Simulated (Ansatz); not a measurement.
# NaTi: the cost of one run

Computed with Ansatz 0.2.0 (DFT PBE, scalar-relativistic, plane waves, PAW, unless a step's input says otherwise).

## (1) The system as given

The structure is trigonal, space group R-3m (No. 166). The conventional cell has a = 2.916 Å, b = 2.916 Å, c = 13.930 Å, α = 90.00°, β = 90.00°, γ = 120.00°. Around Na (site symmetry -3m) lie 6 Ti at 2.87 Å and 6 Na at 2.92 Å. Ti (site symmetry -3m) has 6 Na at 2.87 Å and 6 Ti at 2.92 Å as nearest neighbours.

Coordinates:

```
Na Ti
1.0
     1.45782    0.84167    4.64343
    -1.45782    0.84167    4.64343
     0.00000   -1.68335    4.64343
Na Ti
1 1
Direct
  0.00000 0.00000 0.00000
  0.50000 0.50000 0.50000
```

(A quick probe on a coarse mesh, which set the mesh and smearing, is not shown.)

## (3) Rough relaxation on the coarse mesh

Contents of input.yaml:

```yaml
crystal:
  lattice:
    - [1.457819584, 0.8416725292, 4.6434253415]
    - [-1.457819584, 0.8416725292, 4.6434253415]
    - [0.0, -1.6833450584, 4.6434253415]
  atoms:
    - { symbol: Na, position: [0.0, 0.0, 0.0] }
    - { symbol: Ti, position: [0.5, 0.5, 0.5] }
basis:
  ecutwfc: 420
kpoints:
  mp_grid: { grid: [6, 6, 6] }
hamiltonian:
  xc: pbe
scf:
  occupations: { method: gaussian, width: 0.1 }
  lower_state_search: "off"
output:
  forces: true
  stress: true
  eigenvalues: true
relax:
  adjacent_minimum: "off"
  f_tol: 0.04
  max_steps: 70
  cell: { stress_tol: 0.4 }
```

Started as:

```sh
$ ansatz run input.yaml --threads 1 --pin off --max-ram 2560MiB --backend cpu --events-out ev --progress --plain --runs-dir out
```

**Question.** How long does this run take on 1 thread of Intel Xeon Platinum 8259CL at 2.50GHz (Skylake/Cascade Lake), shared host, and how much memory does it need?

About 21 s, with a peak of 0.38 GiB.
